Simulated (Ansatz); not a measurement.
# Al: the cost of one run

Computed with Ansatz 0.2.0 (DFT PBEsol, scalar-relativistic, plane waves, PAW, unless a step's input says otherwise).

This is Al in the hcp structure; at room conditions it is fcc.

1 further run of the same task is left out (set aside as unsound or not needed).

### Step 1. Starting point

Symmetry: P6_3/mmc, No. 194, hexagonal system. The conventional cell has a = 2.850 Å, b = 2.850 Å, c = 4.637 Å, α = 90.00°, β = 90.00°, γ = 120.00°. Around Al (site symmetry -6m2) lie 12 Al at 2.84 to 2.85 Å.

Structure file:

```cif
data_structure
_symmetry_space_group_name_H-M 'P 1'
_symmetry_Int_Tables_number 1
_cell_length_a 2.8501
_cell_length_b 2.8501
_cell_length_c 4.6373
_cell_angle_alpha 90.000
_cell_angle_beta 90.000
_cell_angle_gamma 120.000
_cell_volume 32.62
loop_
_atom_site_label
_atom_site_type_symbol
_atom_site_fract_x
_atom_site_fract_y
_atom_site_fract_z
_atom_site_occupancy
Al1 Al 0.66667 0.33333 0.75000 1
Al2 Al 0.33333 0.66667 0.25000 1
```

It goes back to an entry of the Materials Project, which need not be the stable form.

It is the result of an earlier relaxation at this level (volume 16.31 Å³/atom; gap on the mesh: none (metal)).

### Step 2. Static run: bands, density of states and charges

The input, input.yaml:

```yaml
crystal:
  lattice:
    - [2.8500700442, 0.0, 0.0]
    - [-1.4250350221, 2.4682330609, 0.0]
    - [0.0, 0.0, 4.6373165105]
  atoms:
    - { symbol: Al, position: [0.6666666667, 0.3333333333, 0.75] }
    - { symbol: Al, position: [0.3333333333, 0.6666666667, 0.25] }
basis:
  ecutwfc: 420
kpoints:
  mp_grid: { grid: [18, 18, 10] }
  band_path:
    path:
      - [[0.0, 0.0, 0.0], [0.5, 0.0, 0.0], [0.33333333, 0.33333333, 0.0], [0.0, 0.0, 0.0], [0.0, 0.0, 0.5], [0.5, 0.0, 0.5], [0.33333333, 0.33333333, 0.5], [0.0, 0.0, 0.5]]
      - [[0.5, 0.0, 0.5], [0.5, 0.0, 0.0]]
      - [[0.33333333, 0.33333333, 0.5], [0.33333333, 0.33333333, 0.0]]
    npoints: 14
hamiltonian:
  xc: pbesol
scf:
  occupations: { method: gaussian, width: 0.1 }
  n_extra_bands: 6
output:
  forces: true
  stress: true
  eigenvalues: true
  populations: true
  dos: { projected: true, de: 0.02, nscf_kmesh: { grid: [27, 27, 15] } }
  bader: true
  write_density: true
  write_potential: true
  elf: true
  volumetric_format: npy
```

On the command line:

```sh
$ ansatz run input.yaml --threads 1 --pin off --max-ram 2560MiB --backend cpu --events-out ev --progress --plain --runs-dir out
```

Q: Estimate wall time and peak memory on 1 thread of Arm Neoverse V1, shared host.

About 23 s, with a peak of 0.35 GiB.
